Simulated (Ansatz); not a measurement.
# BCl3H3N: rigid torsion scan, by script

Aim: a rigid torsion scan, for BCl3H3N, run from a script. SMILES: [NH3+][B-](Cl)(Cl)Cl.

All numbers are computed with Ansatz 0.2.0 through its Python package. Level of theory: CAM-B3LYP/cc-pVDZ.

### 1 The structure

Bond lengths: N1–B2 1.544 Å, B2–Cl3 1.877 Å, B2–Cl4 1.846 Å, B2–Cl5 1.858 Å, N1–H6 1.072 Å, N1–H7 0.993 Å, N1–H8 1.048 Å. Angles: N1–B2–Cl3 112.1°, N1–B2–Cl4 110.6°, N1–B2–Cl5 108.5°, Cl3–B2–Cl4 109.5°, Cl3–B2–Cl5 109.9°, Cl4–B2–Cl5 106.2°, B2–N1–H6 107.6°, B2–N1–H7 112.2°, B2–N1–H8 105.7°, H6–N1–H7 112.8°, H6–N1–H8 105.0°, H7–N1–H8 113.0°.

The script holds or builds the structure itself.

### 2 The script

The input, run_torsion.py:

```python
import warnings

import ansatz as az
from ase import Atoms


def main() -> None:
    warnings.simplefilter("ignore", az.DeckWarning)

    atoms = Atoms(["N", "B", "Cl", "Cl", "Cl", "H", "H", "H"], positions=[
        (-0.3254, -0.4088, 0.7148),
        (0.2674, 0.2633, -0.5421),
        (-0.6293, 1.8526, -0.981),
        (0.2159, -0.891, -1.982),
        (2.0641, 0.6177, -0.2277),
        (-0.3001, 0.3108, 1.5095),
        (0.1428, -1.2537, 0.945),
        (-1.3433, -0.5479, 0.5078),
    ])

    first = (
        az.Crystal.molecule_from_ase(atoms).calculation()
        .basis(gaussian="cc-pVDZ")
        .functional("cam_b3lyp")
        .relax(force_tolerance=0.02, max_steps=80)
    )
    atoms.positions = first.run(threads=1).report["positions_ang"]

    start = atoms.get_dihedral(5, 0, 1, 2)
    energies = {}
    for turn in range(0, 121, 15):
        turned = atoms.copy()
        turned.set_dihedral(5, 0, 1, 2, start + turn, indices=[1, 2, 3, 4])
        setup = (
            az.Crystal.molecule_from_ase(turned).calculation()
            .basis(gaussian="cc-pVDZ")
            .functional("cam_b3lyp")
        )
        energies[round((start + turn) % 360)] = setup.run(threads=1).report["free_energy_ev"]
    floor = min(energies.values())
    print("dihedral H5-N0-B1-Cl2 (deg)   E - E(min) (kJ/mol)")
    for angle, e in sorted(energies.items()):
        print(f"{angle:8d} {96.485332 * (e - floor):14.3f}  " + "#" * int(30 * (e - floor) / max(max(energies.values()) - floor, 1e-9)))


if __name__ == "__main__":
    main()
```

### 3 What the engine is handed

The engine receives this input (first run):

```yaml
crystal:
  periodic: [false, false, false]
  atoms:
    - { symbol: "N", position_ang: [-0.3254, -0.4088, 0.7148] }
    - { symbol: B, position_ang: [0.2674, 0.2633, -0.5421] }
    - { symbol: Cl, position_ang: [-0.6293, 1.8526, -0.981] }
    - { symbol: Cl, position_ang: [0.2159, -0.891, -1.982] }
    - { symbol: Cl, position_ang: [2.0641, 0.6177, -0.2277] }
    - { symbol: H, position_ang: [-0.3001, 0.3108, 1.5095] }
    - { symbol: H, position_ang: [0.1428, -1.2537, 0.945] }
    - { symbol: H, position_ang: [-1.3433, -0.5479, 0.5078] }
basis:
  gaussian:
    orbitals: cc-pVDZ
hamiltonian:
  xc: cam_b3lyp
relax:
  f_tol: 0.02
  max_steps: 80
```

### 4 The run

Run with:

```console
$ python run_torsion.py
```

Without the output at hand: what should come out? Wanted: range of energy; lowest point, turn.

As calculated:

| quantity | value |
| --- | --- |
| runs compared | 9 |
| range of energy | 0.087 eV |
| lowest point, turn (°) | 120 |

The lowest point lies at a turn of 120°, the highest 0.087 eV (8.4 kJ/mol) above it at 60°. The grid can miss the true lowest and highest points, and the rest of the molecule is held rigid. Run 0: After 4 moves the largest shift is 0.113 Å, of atom 2 (B). The scan is rigid and the energies are electronic, in a modest basis. With rigid groups the curve can differ much from the relaxed path, the start wasn't checked as a minimum of this torsion, and equivalent turns needn't return to the same energy.
